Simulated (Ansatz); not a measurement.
**GaH4+ (singlet): the correlation ladder at distance H3–H5 = 1.662 Å, cc-pVDZ**

How much of the correlation energy of GaH4+ (singlet) does each wave-function method recover here?

Method: cc-pVDZ, core rule «outside noble gas», up to 14 orbitals frozen; program: Ansatz 0.2.0, Gaussian basis.

Plan: UHF; CCSD(T) on RHF; CCSD(T) on UHF; BCCD(T) on RHF; CISD; CCSDT(Q) on RHF; CCSDT(Q) on UHF; CASSCF and MRCISD+Q, 2 electrons in 2 orbitals; CASSCF and NEVPT2, 2 electrons in 2 orbitals; Full CI.

45 further runs of the same task are left out: 24 for a known fault of the program, 16 that didn't finish, 5 set aside as unsound or not needed.

### 1 What is computed

The geometry derives from a PBE0/def2-TZVP stationary point (not a proven minimum). One bond is set to the value named and the two fragments are kept rigid. No spin-orbit coupling is included. The filled d shell of Ga may be among the frozen orbitals whatever the setting's name suggests; the logs give the count.

5 atoms, charge 1, spin multiplicity 1.

Atoms are counted from 1 here; the program's logs count them from 0.

Bond lengths: Ga1–H2 1.527 Å, Ga1–H4 1.527 Å. Angles: H2–Ga1–H4 169.3°.

In the tables R marks a restricted determinant and U an unrestricted one; 'pair' is the active space of 2 electrons in 2 orbitals; energies count from the table's Hartree-Fock row.

### 2 UHF

File in.yaml:

```yaml
crystal:
  periodic: [false, false, false]
  atoms:
    - {symbol: Ga, position_ang: [0.000000, 0.012258, -0.055194]}
    - {symbol: H, position_ang: [0.000000, 1.532931, -0.197915]}
    - {symbol: H, position_ang: [0.000000, 0.394780, 2.106890]}
    - {symbol: H, position_ang: [0.000000, -1.508415, -0.197915]}
    - {symbol: H, position_ang: [0.000000, -1.267220, 2.106890]}
basis:
  gaussian: {orbitals: cc-pVDZ}
total_charge: 1
magnetization: {spin_polarized: true, initial_magnetization: 0}
hamiltonian: {xc: hf}
output: {orbitals: {seedname: orbitals}}
```

The run is started by

```console
$ ansatz run in.yaml --threads 1 --pin off --events-out ev --progress --plain --max-ram 2393MiB
```

The log of the run:

```text
Functional definition: HF
  name "HF"
  cite "Fock, Z. Phys. 61, 126 (1930) doi:10.1007/BF01340294"
  parent pbe
  exchange = exact_x
  correlation = 0
496 factors; integrals over basis functions are off by at most 1.4e-3 eV
mean field evaluation 1: about -52383.6340 eV, gradient 5.3e0 eV
mean field evaluation 2: about -52383.6428 eV, gradient 5.3e0 eV
mean field evaluation 4: about -52383.9984 eV, gradient 1.7e-1 eV
mean field evaluation 8: about -52383.9990 eV, gradient 4.9e-6 eV
mean field evaluation 16: about -52384.6472 eV, gradient 1.2e-2 eV
mean field evaluation 32: about -52384.6472 eV, gradient 3.1e-5 eV
mean field -52384.64719475 eV, -1925.1002768178 hartree, gradient 3.1e-5 eV, S^2 0.652060; 2 other end points of the search recorded, 0 dependent functions left out
reference -52384.64719475 eV, -1925.1002768178 hartree; 17, 17 occupied and 30, 30 virtual orbitals, 496 factors
Total energy: -52384.64719475 eV, -1925.1002768178 hartree
```

Wall time 0.81 s (1 thread of Arm Neoverse V1, shared host).

From the report: ⟨S²⟩ of the determinant 0.652 (pure singlet: 0.00). The determinant is far from a pure spin state, so its energy mixes those of several spin states (harmless only where they are near-degenerate, as at dissociation).

The unrestricted solution breaks the spin symmetry, so the restricted determinant is unstable here.

### 3 CCSD(T) on RHF

in.yaml, as its differences from that of step 2:

```diff
@@ -11,4 +11,3 @@
 total_charge: 1
-magnetization: {spin_polarized: true, initial_magnetization: 0}
-hamiltonian: {xc: hf}
-output: {orbitals: {seedname: orbitals}}
+magnetization: {spin_polarized: false}
+correlation: {method: ccsd_t, electrons: outside_noble_gas}
```

The command is unchanged.

The log of the run (excerpt; [...] marks lines left out):

```text
Functional definition: HF
  name "HF"
  cite "Fock, Z. Phys. 61, 126 (1930) doi:10.1007/BF01340294"
  parent pbe
[...]
496 factors; integrals over basis functions are off by at most 1.4e-3 eV
[...]
mean field -52383.99895920 eV, -1925.0764546008 hartree, gradient 9.8e-7 eV, S^2 0.000000; 0 other end points of the search recorded, 0 dependent functions left out; unrestricted orbitals would lower it
[...]
14 core orbitals not correlated: weight in the atoms' cores, before any rotation towards them, 0.997 or more for the frozen orbitals, at most 0.001 for the correlated occupied ones
reference -52383.99895920 eV, -1925.0764546008 hartree; 3, 3 occupied and 30, 30 virtual orbitals, 496 factors
second order -2.47290122 eV of doubles, -0.00000000 eV of singles
cycle   1  -3.07101812 eV  change   -6.0e-1 eV  update   8.6e-2
[...]
cycle  11  -3.52394460 eV  change    1.1e-6 eV  update   3.4e-6
perturbative correction -0.04714377 eV, -0.0017325015 hartree
Total energy: -52387.57004756 eV, -1925.2076896776 hartree
```

Wall time 0.63 s (1 thread of Arm Neoverse V1, shared host).

From the report: correlation -3.5711 eV; T1 0.024; largest double amplitude 0.24.

### 4 CCSD(T) on UHF

in.yaml, as its differences from that of step 3:

```diff
@@ -11,3 +11,3 @@
 total_charge: 1
-magnetization: {spin_polarized: false}
+magnetization: {spin_polarized: true, initial_magnetization: 0}
 correlation: {method: ccsd_t, electrons: outside_noble_gas}
```

The command is unchanged.

The log of the run (excerpt; [...] marks lines left out):

```text
Functional definition: HF
  name "HF"
  cite "Fock, Z. Phys. 61, 126 (1930) doi:10.1007/BF01340294"
  parent pbe
[...]
496 factors; integrals over basis functions are off by at most 1.4e-3 eV
[...]
mean field -52384.64719475 eV, -1925.1002768178 hartree, gradient 1.4e-6 eV, S^2 0.652058; 4 other end points of the search recorded, 0 dependent functions left out
determinant -52384.64719475 eV, -1925.1002768178 hartree, with singles and doubles -52387.45778303 eV, -1925.2035640322 hartree
determinant -52383.99895920 eV, -1925.0764546008 hartree, with singles and doubles -52387.57666284 eV, -1925.2079327845 hartree
14 core orbitals not correlated: weight in the atoms' cores, before any rotation towards them, 0.997 or more for the frozen orbitals, at most 0.001 for the correlated occupied ones
reference -52384.64719475 eV, -1925.1002768178 hartree; 3, 3 occupied and 30, 30 virtual orbitals, 496 factors
second order -1.63927594 eV of doubles, -0.00000000 eV of singles
cycle   1  -2.80211453 eV  change   -1.3e-1 eV  update   2.7e-2
[...]
cycle  12  -2.86049663 eV  change    3.7e-6 eV  update   3.8e-6
perturbative correction -0.05278844 eV, -0.0019399395 hartree
Total energy: -52387.56047982 eV, -1925.2073380696 hartree
```

Wall time 2.4 s (1 thread of Arm Neoverse V1, shared host).

From the report: ⟨S²⟩ of the determinant 0.652 (pure singlet: 0.00); correlation -2.9133 eV; T1 0.126; largest double amplitude 0.14. The determinant is far from a pure spin state, so its energy mixes those of several spin states (harmless only where they are near-degenerate, as at dissociation).

### 5 BCCD(T) on RHF

in.yaml, as its differences from that of step 4:

```diff
@@ -11,3 +11,3 @@
 total_charge: 1
-magnetization: {spin_polarized: true, initial_magnetization: 0}
-correlation: {method: ccsd_t, electrons: outside_noble_gas}
+magnetization: {spin_polarized: false}
+correlation: {method: bccd_t, electrons: outside_noble_gas}
```

The command is unchanged.

The log of the run (excerpt; [...] marks lines left out):

```text
Functional definition: HF
  name "HF"
  cite "Fock, Z. Phys. 61, 126 (1930) doi:10.1007/BF01340294"
  parent pbe
[...]
496 factors; integrals over basis functions are off by at most 1.4e-3 eV
[...]
mean field -52383.99895920 eV, -1925.0764546008 hartree, gradient 9.8e-7 eV, S^2 0.000000; 0 other end points of the search recorded, 0 dependent functions left out; unrestricted orbitals would lower it
[...]
14 core orbitals not correlated: weight in the atoms' cores, before any rotation towards them, 0.997 or more for the frozen orbitals, at most 0.001 for the correlated occupied ones
reference -52383.99895920 eV, -1925.0764546008 hartree; 3, 3 occupied and 30, 30 virtual orbitals, 496 factors
second order -2.47290122 eV of doubles, -0.00000000 eV of singles
cycle   1  -3.08688031 eV  change   -6.1e-1 eV  update   8.6e-2
[...]
cycle  11  -3.52487087 eV  change    2.9e-7 eV  update   4.5e-6
perturbative correction -0.04592039 eV, -0.0016875433 hartree
Total energy: -52387.56975046 eV, -1925.2076787592 hartree
```

Run time: 0.78 s. Hardware: 1 thread of Arm Neoverse V1, shared host.

From the report: correlation -3.5708 eV; largest double amplitude 0.25.

### 6 CISD

in.yaml, as its differences from that of step 5:

```diff
@@ -11,3 +11,2 @@
 total_charge: 1
-magnetization: {spin_polarized: false}
-correlation: {method: bccd_t, electrons: outside_noble_gas}
+correlation: {active_space: {ras: {orbitals: [3, 0, 30], electrons: 6, max_holes: 2, max_particles: 2}, fixed_orbitals: true}}
```

The command is unchanged.

The log of the run:

```text
Functional definition: HF
  name "HF"
  cite "Fock, Z. Phys. 61, 126 (1930) doi:10.1007/BF01340294"
  parent pbe
  exchange = exact_x
  correlation = 0
496 factors; integrals over basis functions are off by at most 1.4e-3 eV
mean field evaluation 1: about -52383.6340 eV, gradient 7.4e0 eV
mean field evaluation 2: about -52383.6428 eV, gradient 7.4e0 eV
mean field evaluation 4: about -52383.9986 eV, gradient 2.4e-1 eV
mean field evaluation 8: about -52383.9990 eV, gradient 5.9e-4 eV
mean field -52383.99895920 eV, -1925.0764546008 hartree, gradient 9.8e-7 eV, S^2 0.000000; 0 other end points of the search recorded, 0 dependent functions left out
reference -52383.99895920 eV, -1925.0764546008 hartree; 17, 17 occupied and 30, 30 virtual orbitals, 496 factors
state -52387.29302658 eV, -1925.1975093441 hartree
Total energy: -52387.29302658 eV, -1925.1975093441 hartree
```

It took 0.87 s on 1 thread of Arm Neoverse V1, shared host.

From the report: 6,619 determinants.

### 7 CCSDT(Q) on RHF

in.yaml, as its differences from that of step 6:

```diff
@@ -11,2 +11,3 @@
 total_charge: 1
-correlation: {active_space: {ras: {orbitals: [3, 0, 30], electrons: 6, max_holes: 2, max_particles: 2}, fixed_orbitals: true}}
+magnetization: {spin_polarized: false}
+correlation: {method: ccsdt_q, electrons: outside_noble_gas}
```

Same command.

The log of the run (excerpt; [...] marks lines left out):

```text
Functional definition: HF
  name "HF"
  cite "Fock, Z. Phys. 61, 126 (1930) doi:10.1007/BF01340294"
  parent pbe
[...]
927 factors; integrals over basis functions are off by at most 2.6e-7 eV
[...]
mean field -52383.99904268 eV, -1925.0764576685 hartree, gradient 1.0e-6 eV, S^2 0.000000; 0 other end points of the search recorded, 0 dependent functions left out; unrestricted orbitals would lower it
[...]
14 core orbitals not correlated: weight in the atoms' cores, before any rotation towards them, 0.997 or more for the frozen orbitals, at most 0.001 for the correlated occupied ones
reference -52383.99904268 eV, -1925.0764576685 hartree; 3, 3 occupied and 30, 30 virtual orbitals, 927 factors
second order -2.47296369 eV of doubles, -0.00000000 eV of singles
cycle   1  -3.07104803 eV  change   -6.0e-1 eV  update   8.8e-2
[...]
cycle  15  -3.58314309 eV  change    3.7e-7 eV  update   2.8e-7
perturbative correction -0.00185880 eV, -0.0000683098 hartree
Total energy: -52387.58404457 eV, -1925.2082040580 hartree
```

Run time: 2.4 s. Hardware: 1 thread of Arm Neoverse V1, shared host.

From the report: correlation -3.5850 eV; T1 0.024; largest double amplitude 0.25.

### 8 CCSDT(Q) on UHF

in.yaml, as its differences from that of step 7:

```diff
@@ -11,3 +11,3 @@
 total_charge: 1
-magnetization: {spin_polarized: false}
+magnetization: {spin_polarized: true, initial_magnetization: 0}
 correlation: {method: ccsdt_q, electrons: outside_noble_gas}
```

Same command.

The log of the run (excerpt; [...] marks lines left out):

```text
Functional definition: HF
  name "HF"
  cite "Fock, Z. Phys. 61, 126 (1930) doi:10.1007/BF01340294"
  parent pbe
[...]
927 factors; integrals over basis functions are off by at most 2.6e-7 eV
[...]
mean field -52384.64729565 eV, -1925.1002805258 hartree, gradient 1.3e-6 eV, S^2 0.652062; 4 other end points of the search recorded, 0 dependent functions left out
determinant -52384.64729565 eV, -1925.1002805258 hartree, with singles and doubles -52387.45790359 eV, -1925.2035684626 hartree
determinant -52383.99904268 eV, -1925.0764576685 hartree, with singles and doubles -52387.57678467 eV, -1925.2079372616 hartree
14 core orbitals not correlated: weight in the atoms' cores, before any rotation towards them, 0.997 or more for the frozen orbitals, at most 0.001 for the correlated occupied ones
reference -52384.64729565 eV, -1925.1002805258 hartree; 3, 3 occupied and 30, 30 virtual orbitals, 927 factors
second order -1.63930872 eV of doubles, -0.00000000 eV of singles
cycle   1  -2.03793022 eV  change   -4.0e-1 eV  update   6.6e-2
[...]
cycle  24  -2.93335909 eV  change    1.2e-7 eV  update   6.2e-8
perturbative correction -0.00244223 eV, -0.0000897504 hartree
Total energy: -52387.58309697 eV, -1925.2081692345 hartree
```

Wall time 9.5 s (1 thread of Arm Neoverse V1, shared host).

From the report: ⟨S²⟩ of the determinant 0.652 (pure singlet: 0.00); correlation -2.9358 eV; T1 0.131; largest double amplitude 0.15. The determinant is far from a pure spin state, so its energy mixes those of several spin states (harmless only where they are near-degenerate, as at dissociation).

### 9 CASSCF and MRCISD+Q, 2 electrons in 2 orbitals

in.yaml, as its differences from that of step 8:

```diff
@@ -11,3 +11,2 @@
 total_charge: 1
-magnetization: {spin_polarized: true, initial_magnetization: 0}
-correlation: {method: ccsdt_q, electrons: outside_noble_gas}
+correlation: {method: fic_mrcisd_q, electrons: outside_noble_gas, active_space: {window: {electrons: 2, orbitals: 2}}}
```

Launched as before.

The log of the run (excerpt; [...] marks lines left out):

```text
Functional definition: HF
  name "HF"
  cite "Fock, Z. Phys. 61, 126 (1930) doi:10.1007/BF01340294"
  parent pbe
[...]
496 factors; integrals over basis functions are off by at most 1.4e-3 eV
[...]
mean field -52383.99895920 eV, -1925.0764546008 hartree, gradient 9.8e-7 eV, S^2 0.000000; 0 other end points of the search recorded, 0 dependent functions left out; unrestricted orbitals would lower it
reference -52383.99895920 eV, -1925.0764546008 hartree; 17, 17 occupied and 30, 30 virtual orbitals, 496 factors
state -52385.48398226 eV, -1925.1310281917 hartree
contracted CI cycle   1: correlation 0.00000000 eV, 0.0000000000 hartree, residual 1.02e1 eV
contracted CI cycle   2: correlation -1.94315978 eV, -0.0714098046 hartree, residual 1.71e0 eV
contracted CI cycle   3: correlation -2.00197767 eV, -0.0735713223 hartree, residual 5.19e-1 eV
contracted CI cycle   4: correlation -2.00835561 eV, -0.0738057075 hartree, residual 2.00e-1 eV
contracted CI cycle   5: correlation -2.00948291 eV, -0.0738471347 hartree, residual 7.29e-2 eV
contracted CI cycle   6: correlation -2.00961633 eV, -0.0738520380 hartree, residual 2.65e-2 eV
contracted CI cycle   7: correlation -2.00963279 eV, -0.0738526427 hartree, residual 9.03e-3 eV
contracted CI cycle   8: correlation -2.00963470 eV, -0.0738527131 hartree, residual 3.24e-3 eV
contracted CI cycle   9: correlation -2.00963497 eV, -0.0738527229 hartree, residual 1.29e-3 eV
contracted CI cycle  10: correlation -2.00963501 eV, -0.0738527244 hartree, residual 5.09e-4 eV
state -52385.48398226 eV, -1925.1310281917 hartree; corrected -52387.59780482 eV, -1925.2087097380 hartree
Total energy: -52387.59780482 eV, -1925.2087097380 hartree
```

Wall time 1.6 s (1 thread of Arm Neoverse V1, shared host).

From the report: 4 determinants; active occupations 1.79, 0.21.

### 10 CASSCF and NEVPT2, 2 electrons in 2 orbitals

in.yaml, as its differences from that of step 9:

```diff
@@ -11,2 +11,2 @@
 total_charge: 1
-correlation: {method: fic_mrcisd_q, electrons: outside_noble_gas, active_space: {window: {electrons: 2, orbitals: 2}}}
+correlation: {method: sc_nevpt2, electrons: outside_noble_gas, active_space: {window: {electrons: 2, orbitals: 2}}}
```

Same command.

The log of the run:

```text
Functional definition: HF
  name "HF"
  cite "Fock, Z. Phys. 61, 126 (1930) doi:10.1007/BF01340294"
  parent pbe
  exchange = exact_x
  correlation = 0
496 factors; integrals over basis functions are off by at most 1.4e-3 eV
mean field evaluation 1: about -52383.6340 eV, gradient 7.4e0 eV
mean field evaluation 2: about -52383.6428 eV, gradient 7.4e0 eV
mean field evaluation 4: about -52383.9986 eV, gradient 2.4e-1 eV
mean field evaluation 8: about -52383.9990 eV, gradient 5.9e-4 eV
mean field -52383.99895920 eV, -1925.0764546008 hartree, gradient 9.8e-7 eV, S^2 0.000000; 0 other end points of the search recorded, 0 dependent functions left out; unrestricted orbitals would lower it
reference -52383.99895920 eV, -1925.0764546008 hartree; 17, 17 occupied and 30, 30 virtual orbitals, 496 factors
state -52385.48398226 eV, -1925.1310281917 hartree
state -52385.48398226 eV, -1925.1310281917 hartree; corrected -52387.01087651 eV, -1925.1871405206 hartree
Total energy: -52387.01087651 eV, -1925.1871405206 hartree
```

Run time: 0.97 s. Hardware: 1 thread of Arm Neoverse V1, shared host.

From the report: 4 determinants; active occupations 1.79, 0.21.

### 11 Full CI

in.yaml, as its differences from that of step 10:

```diff
@@ -11,2 +11,2 @@
 total_charge: 1
-correlation: {method: sc_nevpt2, electrons: outside_noble_gas, active_space: {window: {electrons: 2, orbitals: 2}}}
+correlation: {method: fci, electrons: outside_noble_gas}
```

The command is unchanged.

The log of the run:

```text
Functional definition: HF
  name "HF"
  cite "Fock, Z. Phys. 61, 126 (1930) doi:10.1007/BF01340294"
  parent pbe
  exchange = exact_x
  correlation = 0
927 factors; integrals over basis functions are off by at most 2.6e-7 eV
mean field evaluation 1: about -52383.6296 eV, gradient 7.4e0 eV
mean field evaluation 2: about -52383.6424 eV, gradient 7.5e0 eV
mean field evaluation 4: about -52383.9986 eV, gradient 2.4e-1 eV
mean field evaluation 8: about -52383.9990 eV, gradient 5.8e-4 eV
mean field -52383.99904268 eV, -1925.0764576685 hartree, gradient 1.0e-6 eV, S^2 0.000000; 0 other end points of the search recorded, 0 dependent functions left out; unrestricted orbitals would lower it
mean field evaluation 16: about -52384.6473 eV, gradient 1.9e-2 eV
14 core orbitals not correlated: weight in the atoms' cores, before any rotation towards them, 0.997 or more for the frozen orbitals, at most 0.001 for the correlated occupied ones
reference -52383.99904268 eV, -1925.0764576685 hartree; 3, 3 occupied and 30, 30 virtual orbitals, 927 factors
state -52387.58473276 eV, -1925.2082293487 hartree
Total energy: -52387.58473276 eV, -1925.2082293487 hartree
```

Wall time 67 s (1 thread of Arm Neoverse V1, shared host); peak memory 1.2 GiB.

From the report: 15,031,936 determinants, symmetry A'.

### 12 Natural occupations

Natural occupations of the FCI state about the gap (report; correlated orbitals 1 to 10): 1.958, 1.944, 1.805, 0.186, 0.038, 0.014, 0.012, 0.011, 0.006, 0.006. The count of effectively unpaired electrons, Σ n²(2 − n)², is 0.26; a single determinant of this spin has 0.

### 13 All levels against the top one

The yardstick is full CI for this spin, exact in this basis with these frozen cores. Rows without a time come out of other runs: HF, MP2 and CCSD of CCSD(T), CCSDT of CCSDT(Q), CASSCF and MRCISD of the multireference runs.

| method | energy from the lowest RHF (kcal/mol) | from FCI (kcal/mol) | time |
| --- | --- | --- | --- |
| RHF | 0.00 | +82.69 |  |
| UHF | -14.95 | +67.74 |  |
| RMP2 | -57.03 | +25.66 |  |
| UMP2 | -52.75 | +29.94 |  |
| RCCSD | -81.26 | +1.43 |  |
| UCCSD | -80.91 | +1.78 |  |
| RCCSD(T) | -82.35 | +0.34 | 0.63 s |
| UCCSD(T) | -82.13 | +0.56 | 2.4 s |
| BCCD(T) | -82.34 | +0.35 | 0.78 s |
| RCCSDT | -82.63 | +0.06 |  |
| UCCSDT | -82.60 | +0.09 |  |
| RCCSDT(Q) | -82.67 | +0.02 | 2.4 s |
| UCCSDT(Q) | -82.65 | +0.04 | 9.5 s |
| CASSCF pair | -34.25 | +48.44 |  |
| NEVPT2 pair | -69.46 | +13.23 | 0.97 s |
| MRCISD pair | -80.59 | +2.10 |  |
| MRCISD+Q pair | -82.99 | -0.30 | 1.6 s |
| FCI | -82.69 | 0 | 67 s |

Among the levels timed on like hardware and quicker than the yardstick, those that no quicker one beats, quickest first: RCCSD(T) (0.63 s, +0.34 kcal/mol); MRCISD+Q pair (1.6 s, -0.30 kcal/mol); RCCSDT(Q) (2.4 s, +0.02 kcal/mol).

Not comparable, so not listed: CISD (they don't share determinant, frozen orbitals or solution with the rows shown, or repeat one).

### 14 What came out

```
                         quantity                                                                             value
         FCI below the RHF energy                                                                        -3.5858 eV
                    RMP2 from FCI                                                                   +25.66 kcal/mol
                    UMP2 from FCI                                                                   +29.94 kcal/mol
                   RCCSD from FCI                                                                    +1.43 kcal/mol
                RCCSD(T) from FCI                                                                    +0.34 kcal/mol
                UCCSD(T) from FCI                                                                    +0.56 kcal/mol
               RCCSDT(Q) from FCI                                                                    +0.02 kcal/mol
               UCCSDT(Q) from FCI                                                                    +0.04 kcal/mol
             NEVPT2 pair from FCI                                                                   +13.23 kcal/mol
           MRCISD+Q pair from FCI                                                                    -0.30 kcal/mol
levels within 1 kcal/mol (43 meV)  RCCSD(T), UCCSD(T), BCCD(T), RCCSDT, UCCSDT, RCCSDT(Q), UCCSDT(Q), MRCISD+Q pair
                    T1 diagnostic                                                                             0.024
   effectively unpaired electrons                                                                              0.26
```

What this shows: RCCSD(T) lands +0.34 kcal/mol from the yardstick (0.4 % of the correlation energy). MRCISD+Q pair falls below full CI: the +Q correction isn't variational, and the cores differ from full CI's. The occupations show some static correlation. Of the multireference levels listed MRCISD+Q pair comes nearest in total energy (-0.30 kcal/mol), which doesn't show that its space is the better one. These misses are within one basis, not against nature.

For cost: RCCSDT(Q) gets within 0.02 kcal/mol in 2.4 s, where FCI took 67 s; the quickest level in the cost chart, RCCSD(T), takes 0.63 s and misses by 0.34 kcal/mol.
